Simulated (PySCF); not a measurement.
# SnH₂: one geometry, many levels of theory

How much do the numbers for SnH₂ (singlet) hang on the method? All levels run at one geometry, the PBE0 minimum.

Method: several methods, basis Sn def2-TZVP with ECP28, H def2-TZVP, scalar-relativistic core potentials, no spin–orbit coupling, density fitting; program: PySCF 2.14.0.

### Step 1. The starting structure

3 atoms, charge 0, spin multiplicity 1.

Bond lengths: Sn1–H2 1.773 Å, Sn1–H3 1.773 Å. Angles: H2–Sn1–H3 90.6°.

```xyz
3
charge 0 multiplicity 1
Sn    0.0000    0.0000   -0.0206
H     1.2598    0.0000    1.2263
H    -1.2598    0.0000    1.2263
```

### Step 2. PBE0

The steps are one call of a driver around PySCF; scf.py gives each level's set-up. Each SCF starts from the density of the minimum. The driver also runs the species with one electron less or more at the same geometry (one less: multiplicity 2, one more: multiplicity 2); their logs are not shown.

scf.py reads:

```python
from pyscf import gto, scf, dft
mol = gto.M(atom='''
Sn     0.000000     0.000000    -0.020616
H      1.259764    -0.000000     1.226328
H     -1.259764     0.000000     1.226328''',
    basis={'Sn': 'def2-TZVP', 'H': 'def2-TZVP'},
    ecp={'Sn': 'def2-TZVP'},
    charge=0, spin=0)
mf = dft.RKS(mol, xc='PBE0')
mf.grids.atom_grid = (99, 590)
aux = {'Sn': 'def2-universal-JKFIT', 'H': 'def2-universal-JKFIT'}
mf = mf.density_fit(auxbasis=aux)
mf.kernel()
```

### Step 3. CCSD(T)

Changes to scf.py since step 2:

```diff
@@ -9,2 +9 @@
-mf = dft.RKS(mol, xc='PBE0')
-mf.grids.atom_grid = (99, 590)
+mf = scf.RHF(mol)
@@ -13,0 +13,3 @@
+from pyscf import cc
+mycc = cc.CCSD(mf, frozen=4).run()
+mycc.ccsd_t()
```

### Step 4. HF

Changes to scf.py since step 3:

```diff
@@ -13,3 +12,0 @@
-from pyscf import cc
-mycc = cc.CCSD(mf, frozen=4).run()
-mycc.ccsd_t()
```

### Step 5. PBE

Changes to scf.py since step 4:

```diff
@@ -9 +9,2 @@
-mf = scf.RHF(mol)
+mf = dft.RKS(mol, xc='PBE')
+mf.grids.atom_grid = (99, 590)
```

### Step 6. r2SCAN

Changes to scf.py since step 5:

```diff
@@ -9 +9 @@
-mf = dft.RKS(mol, xc='PBE')
+mf = dft.RKS(mol, xc='R2SCAN')
```

### Step 7. B3LYP

Changes to scf.py since step 6:

```diff
@@ -9 +9 @@
-mf = dft.RKS(mol, xc='R2SCAN')
+mf = dft.RKS(mol, xc='B3LYP')
```

### Step 8. TPSSh

Changes to scf.py since step 7:

```diff
@@ -9 +9 @@
-mf = dft.RKS(mol, xc='B3LYP')
+mf = dft.RKS(mol, xc='TPSSH')
```

### Step 9. PBEsol

Changes to scf.py since step 8:

```diff
@@ -9 +9 @@
-mf = dft.RKS(mol, xc='TPSSH')
+mf = dft.RKS(mol, xc='PBEsol')
```

### Step 10. TPSS

Changes to scf.py since step 9:

```diff
@@ -9 +9 @@
-mf = dft.RKS(mol, xc='PBEsol')
+mf = dft.RKS(mol, xc='TPSS')
```

(Steps that only read results are left out.)

Q: Predict the outcome of this session. Wanted: atomisation energy, CCSD(T) in this basis; vertical ionisation energy, CCSD(T); vertical electron affinity, CCSD(T); orbital gap, range; T1, D1; T1, D1 of the cation; T1, D1 of the anion.

**Answer**, as computed:

| quantity | value |
| --- | --- |
| atomisation energy, CCSD(T) in this basis | 511 kJ/mol |
| vertical ionisation energy, CCSD(T) | 8.94 eV |
| vertical electron affinity, CCSD(T) | 1.00 eV |
| orbital gap, range | 1.88 (PBEsol) to 8.48 (HF) eV |
| T1, D1 | 0.015, 0.043 |
| T1, D1 of the cation | 0.019, 0.067 |
| T1, D1 of the anion | 0.017, 0.055 |

What this shows: In atomisation energy the functionals lie from +7 kJ/mol (PBE0) to +48 kJ/mol (TPSS) against CCSD(T). In a basis of this size CCSD(T) binds too weakly, often by tens of kJ/mol, while functionals are nearer their limits, so this ranks no functional. HF lacks the correlation that pairing electrons in bonds brings, so it binds too weakly, by 154 kJ/mol even against this CCSD(T). Against CCSD(T), the vertical ionisation energy is best met by TPSSh (-0.02 eV) and worst by HF (-0.90 eV). TPSSh costs 5.9 s against 19 s for CCSD(T), a factor of about 3, and lands within 0.02 eV. Against CCSD(T), the vertical electron affinity is best met by TPSS (+0.07 eV) and worst by HF (-0.34 eV). PBE's −ε(HOMO), 5.7 eV, falls 3.3 eV short of the ionisation energy, while its energy difference gives 8.9 eV. Without diffuse functions electron affinities tend to come out too low.
